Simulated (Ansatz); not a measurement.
# Sn4SeS3: the cost of one run

Computed with Ansatz 0.2.0 (DFT PBE, scalar-relativistic, plane waves, PAW, unless a step names another level, unless a step's input says otherwise).

## (1) The structure to begin with

Symmetry: Pm, No. 6, monoclinic system. Conventional cell: a = 4.514 Å, b = 4.064 Å, c = 11.507 Å, α = 90.00°, β = 90.04°, γ = 90.00°. Sn (site symmetry m) is surrounded by 2 S at 2.69 Å and 1 Se at 2.80 Å. Sn (site symmetry m) is surrounded by 1 S at 2.66 Å and 2 Se at 2.80 Å. Sn (site symmetry m) has 3 S at 2.64 to 2.69 Å as nearest neighbours. Sn (site symmetry m) has 3 S at 2.67 to 2.69 Å as nearest neighbours. Around Se (site symmetry m) lie 3 Sn at 2.80 Å. Around S (site symmetry m) lie 3 Sn at 2.64 to 2.69 Å. S (site symmetry m) has 3 Sn at 2.66 to 2.69 Å as nearest neighbours. S (site symmetry m) is surrounded by 3 Sn at 2.67 to 2.69 Å.

Structure file:

```xyz
8
Lattice="4.5143 0.0000 0.0039 0.0000 4.0644 0.0000 -0.0019 0.0000 11.5074" Properties=species:S:1:pos:R:3 pbc="T T T"
Sn    2.9033    2.0322    4.4452
Sn    0.4763    0.0000    1.4370
Sn    1.6626    0.0000    7.1415
Sn    3.9048    2.0322   10.0693
Se    2.3797    2.0322    1.6930
S     2.1730    0.0000    9.7351
S     0.1076    0.0000    4.0664
S     4.4422    2.0322    7.4576
```

The cell was relaxed beforehand at this level, from a generated guess; it needn't be the stable form of this composition. At a tolerance of 0.02 Å it has space group Pm (No. 6); it has 26.39 Å³/atom, an uncorrected energy of -0.45 eV/atom over the elements.

## (2) Static run: bands, density of states and charges

Input file input.yaml:

```yaml
crystal:
  lattice:
    - [4.5142840343, 0.0, 0.0038604255]
    - [0.0, 4.0643970991, 0.0]
    - [-0.0018959365, 0.0, 11.5074238411]
  atoms:
    - { symbol: Sn, position: [0.6432948685, 0.5, 0.3860761714] }
    - { symbol: Sn, position: [0.1055705246, 0.0, 0.1248425123] }
    - { symbol: Sn, position: [0.3685529396, 0.0, 0.6204726315] }
    - { symbol: Sn, position: [0.8653535152, 0.5, 0.8747330929] }
    - { symbol: Se, position: [0.5272139758, 0.5, 0.1469475161] }
    - { symbol: S, position: [0.4817155225, 0.0, 0.8458269529] }
    - { symbol: S, position: [0.0239938748, 0.0, 0.3533644341] }
    - { symbol: S, position: [0.984304779, 0.5, 0.6477366887] }
basis:
  ecutwfc: 420
kpoints:
  mp_grid: { grid: [6, 8, 4] }
  band_path:
    path:
      - [0.0, 0.0, 0.0]
      - [0.0, -0.5, 0.0]
      - [0.0, -0.5, -0.5]
      - [0.0, 0.0, -0.5]
      - [0.0, 0.0, 0.0]
      - [-0.5, 0.0, -0.5]
      - [-0.5, -0.5, -0.5]
      - [0.0, -0.5, 0.0]
      - [-0.5, -0.5, 0.0]
      - [-0.5, 0.0, 0.0]
      - [0.0, 0.0, 0.0]
    npoints: 14
hamiltonian:
  xc: pbe
scf:
  occupations: { method: gaussian, width: 0.02 }
  n_extra_bands: 20
output:
  forces: true
  stress: true
  eigenvalues: true
  populations: true
  dos: { projected: true, de: 0.02, nscf_kmesh: { grid: [9, 12, 6] } }
  bader: true
  write_density: true
  write_potential: true
  elf: true
  volumetric_format: npy
```

Launch:

```bash
> ansatz run input.yaml --threads 1 --pin off --max-ram 2560MiB --backend cpu --events-out ev --progress --plain --runs-dir out
```

What time and memory should one allow on 1 thread of Arm Neoverse V2, shared host?

About 8.4 min, with a peak of 1.6 GiB.
